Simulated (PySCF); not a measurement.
**SnSe at other levels of theory**

Aim: see what other levels and later steps give for SnSe.

The runs use PySCF 2.14.0; each script names its method and basis.

1 further run of the same task is left out (for a known fault of the program).

**1. Where the work starts**

SnSe: 2 atoms, charge 0, spin multiplicity 1.

Bond lengths: Sn1–Se2 2.588 Å.

**2. The run that the others are compared with**

Input file input.py:

```python
from pyscf import gto, scf

mol = gto.M(
    atom='Sn 0 0 0; Se 0 0 2.588',
    basis='sbkjc',
    ecp={'Sn': 'sbkjc', 'Se': 'sbkjc'},
    charge=0,
    spin=0,
    verbose=4,
)
mf = scf.RHF(mol)
mf.kernel()
mf.dip_moment()
print('orbital energies (hartree):', mf.mo_energy[..., max(0, mol.nelec[1]-3):mol.nelec[0]+3].round(4))
```

Launch:

```sh
OMP_NUM_THREADS=1 python input.py
```

**3. Stability test**

Edit 1 changes step after the SCF: none → stability.

Changes to input.py since step 2:

```diff
@@ -12,2 +12,3 @@
 mf.kernel()
+mf.stability(internal=True, external=True)
 mf.dip_moment()
```

**4. Hf,lyp (RKS)**

Edit 2 changes functional: none (Hartree–Fock) → hf,lyp; SCF type: RHF → RKS; step after the SCF: none → analyze.

Changes to input.py since step 2:

```diff
@@ -1,2 +1,2 @@
-from pyscf import gto, scf
+from pyscf import gto, dft
 
@@ -10,4 +10,5 @@
 )
-mf = scf.RHF(mol)
+mf = dft.RKS(mol, xc='hf,lyp')
 mf.kernel()
+mf.mulliken_pop()
 mf.dip_moment()
```

**5. CASSCF**

Edit 3 changes step after the SCF: none → casscf; active space: none → 2 electrons in 2 orbitals.

Changes to input.py since step 2:

```diff
@@ -1,2 +1,2 @@
-from pyscf import gto, scf
+from pyscf import gto, scf, mcscf
 
@@ -12,2 +12,5 @@
 mf.kernel()
+mc = mcscf.CASSCF(mf, 2, 2)
+mc.kernel()
+mc.analyze()
 mf.dip_moment()
```

**6. TDHF**

Edit 4 changes step after the SCF: none → tddft; number of roots: none → 8.

Changes to input.py since step 2:

```diff
@@ -1,2 +1,2 @@
-from pyscf import gto, scf
+from pyscf import gto, scf, tdscf
 
@@ -12,2 +12,6 @@
 mf.kernel()
+td = tdscf.TDHF(mf)
+td.nstates = 8
+td.kernel()
+td.analyze(verbose=3)
 mf.dip_moment()
```

**7. Gradient**

Edit 5 changes step after the SCF: none → gradient.

Changes to input.py since step 2:

```diff
@@ -12,2 +12,3 @@
 mf.kernel()
+mf.nuc_grad_method().kernel()
 mf.dip_moment()
```

Q: Predict the outcome of this session. Wanted: for each run, E(SCF); from base; gap; SCF dipole; after the SCF.

As calculated:

```
           run  E(SCF) (hartree)  from base (eV)  cycles  gap (eV)  SCF dipole (D)                 after the SCF
          base        -12.443560               0       9      7.68            5.65                           n/a
stability test        -12.443560          0.0000       9      7.68            5.65  unstable: RHF/RKS -> UHF/UKS
  hf,lyp (RKS)        -12.662809  not comparable       9      7.76            5.87                           n/a
        CASSCF        -12.443560          0.0000       9      7.68            5.65  CASSCF correlation -0.601 eV
          TDHF        -12.443560          0.0000       9      7.68            5.65     lowest root found 1.93 eV
      gradient        -12.443560          0.0000       9      7.68            5.65                           n/a
```

**Reading.** Total energies of different functionals can't be compared with each other; differences within one functional can.
